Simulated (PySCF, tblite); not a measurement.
# C7H10SSi: geometry, infrared bands and NMR shifts

Aim: predict the infrared bands and NMR shifts of C7H10SSi (`C#C[C@@H]1C[C@]12C[C@H]2S[SiH3]`).

Programs: tblite 0.8.0 and PySCF 2.14.0, with density-fitted response routines of our own. Each step states its level of theory. These are calculated values for one molecule in the gas phase, unless marked as measured. Atoms are numbered from 0 throughout.

### 1 The starting structure

19 atoms, charge 0, multiplicity 1; geometry from: force field or distance geometry start.

Bonds of the start (Å): C0–C1 1.19, C1–C2 1.50, C2–C3 1.52, C3–C4 1.42, C4–C5 1.43, C5–C6 1.52, C6–S7 1.84, S7–Si8 2.15, C4–C2 1.41, C6–C4 1.43, C0–H9 1.08, C2–H10 1.11, C3–H11 1.13, C3–H12 1.11, C5–H13 1.12, C5–H14 1.11, C6–H15 1.10, Si8–H16 1.47, Si8–H17 1.47, Si8–H18 1.48.

### 2 Relaxing the molecule with GFN2-xTB

Job settings and geometry (Å):

```
{"job": {"kind": "relax", "xc": "GFN2-xTB", "basis": "xTB"}, "charge": 0, "multiplicity": 1}
C     -4.071800     0.347300    -0.820800
C     -3.014100    -0.192500    -0.775500
C     -1.687500    -0.880900    -0.683300
C     -1.304700    -1.105300     0.775500
C     -0.615000    -0.198000    -0.070200
C     -0.202400     1.164400     0.024100
C      0.764700     0.056200    -0.363700
S      1.993400    -0.237900     0.971600
Si     3.925300     0.242100     0.151100
H     -5.038200     0.837800    -0.860700
H     -1.529300    -1.718300    -1.390900
H     -0.854000    -2.131200     0.915100
H     -2.050800    -0.815800     1.538700
H     -0.365500     1.876400    -0.828500
H     -0.003900     1.695000     0.981100
H      1.093800    -0.038500    -1.405300
H      3.924200    -0.208400    -1.244900
H      4.024100     1.708700     0.149600
H      5.002100    -0.391900     0.944700
```

On the command line:

```console
> OMP_NUM_THREADS=1 python probes_run.py task.json out
```

This one command runs all jobs of the session in turn.

**Question.** This job is followed by: GFN2-xTB harmonic vibrations, gas phase; GIAO PBE0/pcSseg-1 NMR shielding, non-relativistic, gas phase. Predict these results of the whole session: strongest single infrared mode (GFN2-xTB); zero-point energy (GFN2-xTB); ¹³C shifts against TMS (PBE0/pcSseg-1); ¹H shifts against TMS (PBE0/pcSseg-1, means over atoms taken as alike); ³³S shifts against CS2 (PBE0/pcSseg-1); ²⁹Si shifts against TMS (PBE0/pcSseg-1).

The runs gave:

| quantity | value |
| --- | --- |
| strongest single infrared mode (GFN2-xTB) | 767 cm⁻¹, 471 km/mol |
| zero-point energy (GFN2-xTB) | 86.5 kcal/mol |
| ¹³C shifts against TMS (PBE0/pcSseg-1) | 89.9, 72.8, 28.0, 26.6, 19.1, 18.3, 12.2 ppm |
| ¹H shifts against TMS (PBE0/pcSseg-1, means over atoms taken as alike) | 4.61, 2.33, 1.86, 1.57, 1.48, 1.29, 1.12, 0.80 ppm |
| ³³S shifts against CS2 (PBE0/pcSseg-1) | -147 ppm |
| ²⁹Si shifts against TMS (PBE0/pcSseg-1) | -57.1 ppm |

What this shows: Over 147 steps the energy fell by 0.816 eV; of the close pairs, C2–C4 changed most, 1.412 to 1.490 Å. All 51 modes are real, so the xTB geometry is a minimum. The strongest single mode, at 767 cm⁻¹, has its largest shares on H18, H17 and H16 (the list is cut at 3 atoms). GFN2-xTB is a fitted tight-binding method: band positions and strengths are rough. Its intensities can rank the bands wrongly. At PBE0/pcSseg-1: The widest tensor belongs to S7: span 450 ppm, with a paramagnetic part of -407 ppm.
